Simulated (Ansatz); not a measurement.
## Co3W, space group Pm-3m: a fixed-spin-moment curve, step by step

Computed with the Python package of Ansatz (0.2.0).

Run as a notebook:

```python
import ansatz as az
from tabulate import tabulate
```

```python
crystal = (
    az.Lattice.cubic(3.566873)
    .space_group(221)
    .atom("Co", (0.5, 0.5, 0.0))
    .atom("W", (0.0, 0.0, 0.0))
)
```

```python
[site.symbol for site in crystal.resolved().sites]
```

    ['Co', 'Co', 'Co', 'W']

```python
calc = (
    crystal.calculation()
    .basis(17 * az.Ha)
    .occupations(az.OccupationsMethod.FERMI_DIRAC)
    .functional(az.Functional.PBESOL)
    .kpoints(7)
)
rows = []
for total in [0.0, 2.2, 4.5, 6.8, 9.0]:
    data = calc.spin("collinear", total=total, lock="hard").run(threads=1).report
    up, down = data["spin_fermi_energies_ev"]
    rows.append((total, data["free_energy_ev"], up - down, data["absolute_magnetization_mub"]))
reference = rows[0][1]
rows = [(m, 1000 * (e - reference), split, size) for m, e, split, size in rows]
print(tabulate(rows, headers=["total muB", "F - F(0) meV", "EF up - down eV", "absolute muB"], floatfmt=".4f", tablefmt="simple"))
best = min(rows, key=lambda row: row[1])
print(f"lowest at {best[0]} muB per cell, {best[1]:.1f} meV against the first point")
```

    RunWarning: this spin-polarised run has no starting moment large enough to seed its density, and nothing else in its deck makes the two spin channels differ, so an SCF from that start keeps the [...]
      total muB    F - F(0) meV    EF up - down eV    absolute muB
    -----------  --------------  -----------------  --------------
         0.0000          0.0000             0.0000          0.0000
         2.2000        354.6643             0.7123          2.3135
         4.5000       1375.8183             1.0218          4.5420
         6.8000       2712.0258             1.3426          6.8261
         9.0000       4947.0627             3.0437          9.0160
    lowest at 0.0 muB per cell, 0.0 meV against the first point

The lowest point lies at 0 μB a cell, the first of the scan; at 9 μB the energy is 4947 meV above the lowest.

For a metal this k-point mesh is coarse: on a finer one energies can move by several to tens of meV an atom and pressures by half a GPa or more, differences at one mesh by less. Spin-orbit coupling, which matters for elements this heavy, is left out. The structure comes from a database of computed cells and needn't be a stable or known phase. Warnings are shown shortened and without file and line. Only points where the Fermi levels of the two spins meet (minima, maxima and zero moment) are free solutions; a shallow minimum can lie between the points. Timing: 27 s on 1 thread of Intel(R) Xeon(R) Platinum 8488C (Sapphire Rapids), on a shared host, peak memory 0.53 GiB.
